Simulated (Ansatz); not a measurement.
**C2HAlF2Se: one species, many methods**

An exercise on one series of results from a longer session: the logs are not shown, and one member is left open.

Computed with Ansatz 0.2.0, Gaussian basis. Level: functionals in def2-TZVPP, the program's frozen cores in correlated methods.

The runs, in order: LDA (SPW92), PBE-D4, revPBE-D4, BLYP-D4, r2SCAN-D4, B97M-V, PBE0-D4, B3LYP-D4, r2SCANh-D4, r2SCAN0-D4, HSE06-D4, BHLYP-D4, CAM-B3LYP-D4, LC-ωPBE, ωB97X-V, ωB97M-V, B2PLYP, PBE-QIDH; CCSD(T)/def2-SVP; CCSD(T)/def2-TZVPP; MP2/def2-QZVPP; extrapolation to the limit; RPA on PBE.

## The geometry

The geometry comes from an earlier relaxation with PBE0-D4 in a triple-zeta def2 set; it is a stationary point, not always the lowest conformer.

SMILES `F[C]1=C(F)[Se][AlH]1`, 7 atoms, charge 0, spin multiplicity 1.

Atoms are counted from 1 here; the program's logs count them from 0.

Bond lengths: F1–C2 1.337 Å, C2–C3 1.343 Å, C2–Al6 1.922 Å, C3–F4 1.319 Å, C3–Se5 1.952 Å, Se5–Al6 2.341 Å, Al6–H7 1.571 Å. Angles: F1–C2–C3 122.7°, F1–C2–Al6 142.7°, C3–C2–Al6 94.6°, C2–C3–F4 126.7°, C2–C3–Se5 115.4°, F4–C3–Se5 117.9°, C3–Se5–Al6 68.3°, C2–Al6–Se5 81.7°, C2–Al6–H7 142.3°, Se5–Al6–H7 136.0°.

The first run:

File in.yaml:

```yaml
crystal:
  periodic: [false, false, false]
  atoms:
    - {symbol: F, position_ang: [-0.006572, -0.952983, 1.940472]}
    - {symbol: C, position_ang: [0.000496, -0.328406, 0.758363]}
    - {symbol: C, position_ang: [0.062168, -0.987297, -0.410691]}
    - {symbol: F, position_ang: [0.122772, -2.294067, -0.575807]}
    - {symbol: Se, position_ang: [0.059698, 0.136299, -2.007373]}
    - {symbol: Al, position_ang: [-0.050972, 1.414354, -0.049506]}
    - {symbol: H, position_ang: [-0.126389, 2.944001, 0.298842]}
basis:
  gaussian: {orbitals: def2-TZVPP}
hamiltonian: {xc: lda}
output: {orbitals: {seedname: orbitals}}
```

Among the steps run: LDA; PBE-D4 (GGA); revPBE-D4 (GGA); BLYP-D4 (GGA); r2SCAN-D4 (meta-GGA); B97M-V (meta-GGA); PBE0-D4 (hybrid); B3LYP-D4 (hybrid); r2SCANh-D4 (hybrid); r2SCAN0-D4 (hybrid); HSE06-D4 (hybrid); BHLYP-D4 (hybrid); CAM-B3LYP-D4 (range-separated); LC-ωPBE (range-separated); ωB97X-V (range-separated); ωB97M-V (range-separated); B2PLYP (double hybrid); PBE-QIDH (double hybrid).

One of the session's tables, all rows but one given; the rest of the session is left out.

It belongs to the step «Orbital energies across the functionals». 

| functional | HOMO (eV) | LUMO (eV) | gap (eV) |
| --- | --- | --- | --- |
| LDA (SPW92) | -5.48 | -2.97 | 2.51 |
| PBE-D4 | -5.29 | -2.70 | 2.59 |
| revPBE-D4 | -5.22 | -2.59 | 2.63 |
| BLYP-D4 | -5.13 | -2.58 | 2.55 |
| r2SCAN-D4 | -5.51 | -2.47 | 3.04 |
| B97M-V | -5.57 | -2.55 | 3.02 |
| PBE0-D4 | -6.40 | -1.96 | 4.44 |
| B3LYP-D4 | -6.18 | -2.17 | 4.01 |
| r2SCANh-D4 | -5.92 | -2.21 | 3.71 |
| r2SCAN0-D4 | -6.54 | -1.82 | 4.72 |
| HSE06-D4 | ? | ? | ? |
| BHLYP-D4 | -7.36 | -1.19 | 6.17 |
| CAM-B3LYP-D4 | -7.65 | -1.03 | 6.62 |
| LC-ωPBE | -8.95 | 0.05 | 9.00 |
| ωB97X-V | -8.60 | -0.04 | 8.56 |
| ωB97M-V | -8.48 | -0.27 | 8.21 |

**Question.** Estimate the row for HSE06-D4.

The run gave: HOMO (eV): -6.01; LUMO (eV): -2.33; gap (eV): 3.67. In the column «HOMO (eV)» it lies between B3LYP-D4 (-6.18) and r2SCANh-D4 (-5.92).
